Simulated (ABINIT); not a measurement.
Ti3Se, 4 atoms in the cell. The structure is hexagonal, space group P-6m2 (No. 187). Conventional cell: a = 3.197 Å, b = 3.197 Å, c = 7.943 Å, α = 90.00°, β = 90.00°, γ = 120.00°. Se (site symmetry -6m2) has 6 Ti at 2.58 Å as nearest neighbours. Around Ti (site symmetry -6m2) lie 12 Ti at 2.85 to 3.20 Å. Around Ti (site symmetry 3m) lie 3 Se at 2.58 Å and 3 Ti at 2.85 Å. The cell comes from a database or a generator and needn't be the stable form of this composition.

```yaml
Program: ABINIT 10.8.3 (patched build)
Task: equation of state
Functional: PBE
Potentials_or_basis: JTH PAW PBE v2.0
Cutoff: 408 eV
k_mesh: 10 × 10 × 4
Occupations: fermi-dirac, width 0.05 eV
Spin: no spin polarisation
Fine-grid_cutoff: 816.342 eV
```

Potentials or basis: JTH PAW PBE v2.0.

Launch:

```sh
$ abinit run.abi > log 2>&1
```

Hardware: 1 thread of Arm Neoverse V2, on a shared host.

Problem. Estimate the wall time of this run.

Solution. It took 6.2 min on 1 thread of Arm Neoverse V2, on a shared host, peak memory 0.18 GiB. Counts: scf iterations 82, mpi ranks 1, k points 42, bands 26, plane waves 1249.
